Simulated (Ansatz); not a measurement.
# MnF2: the cost of one run

Computed with Ansatz 0.2.0 (DFT PBEsol+U (U_eff = 4 eV on Mn d), plane waves, PAW, unless a step's input says otherwise).

## Step 1: The structure to begin with

It takes space group P4_2/mnm (No. 136, tetragonal). Conventional cell: a = 4.873 Å, b = 4.873 Å, c = 3.310 Å, α = 90.00°, β = 90.00°, γ = 90.00°. Mn (site symmetry mmm) is surrounded by 6 F at 2.10 to 2.13 Å. F (site symmetry m2m) has 3 Mn at 2.10 to 2.13 Å as nearest neighbours.

Structure file:

```cif
data_structure
_symmetry_space_group_name_H-M 'P4_2/mnm'
_symmetry_Int_Tables_number 136
_cell_length_a 4.8734
_cell_length_b 4.8734
_cell_length_c 3.3099
_cell_angle_alpha 90.000
_cell_angle_beta 90.000
_cell_angle_gamma 90.000
_cell_volume 78.61
loop_
_atom_site_label
_atom_site_type_symbol
_atom_site_symmetry_multiplicity
_atom_site_Wyckoff_symbol
_atom_site_fract_x
_atom_site_fract_y
_atom_site_fract_z
_atom_site_occupancy
Mn1 Mn 2 a 0.00000 0.00000 0.00000 1
F1 F 4 f 0.30500 0.30500 0.00000 1
```

Magnetic order typed: ferromagnetic.

## Step 2: From atoms, symmetry kept, no search

input.yaml

```yaml
crystal:
  lattice:
    - [4.87339966, 0.0, 0.0]
    - [0.0, 4.87339966, 0.0]
    - [0.0, 0.0, 3.30989977]
  atoms:
    - { symbol: Mn, position: [0.0, 0.0, 0.0], spin: 5.0 }
    - { symbol: Mn, position: [0.5, 0.5, 0.5], spin: 5.0 }
    - { symbol: F, position: [0.305, 0.305, 0.0] }
    - { symbol: F, position: [0.195, 0.805, 0.5] }
    - { symbol: F, position: [0.695, 0.695, 0.0] }
    - { symbol: F, position: [0.805, 0.195, 0.5] }
basis:
  ecutwfc: 420
  ecutrho_ratio: 4
kpoints:
  mp_grid: { grid: [4, 4, 6] }
hamiltonian:
  xc: pbesol
  hubbard:
    sites: [{ site: 0, l: d, u_eff: 4.0 }, { site: 1, l: d, u_eff: 4.0 }]
scf:
  occupations: { method: gaussian, width: 0.05 }
  lower_state_search: "off"
  max_iter: 150
output:
  forces: true
  stress: true
  eigenvalues: true
  populations: true
  hubbard: { sites: [{ site: 0, l: d }, { site: 1, l: d }] }
magnetization:
  spin_polarized: true
```

Started as:

```
ansatz run input.yaml --threads 4 --pin off --max-ram 6144MiB --backend cpu --events-out ev --progress --plain --runs-dir out
```

**Question.** How long does this run take on 4 threads of Intel Xeon Platinum 8488C (Sapphire Rapids), shared host, and how much memory does it need?

About 2.9 s, with a peak of 0.56 GiB.
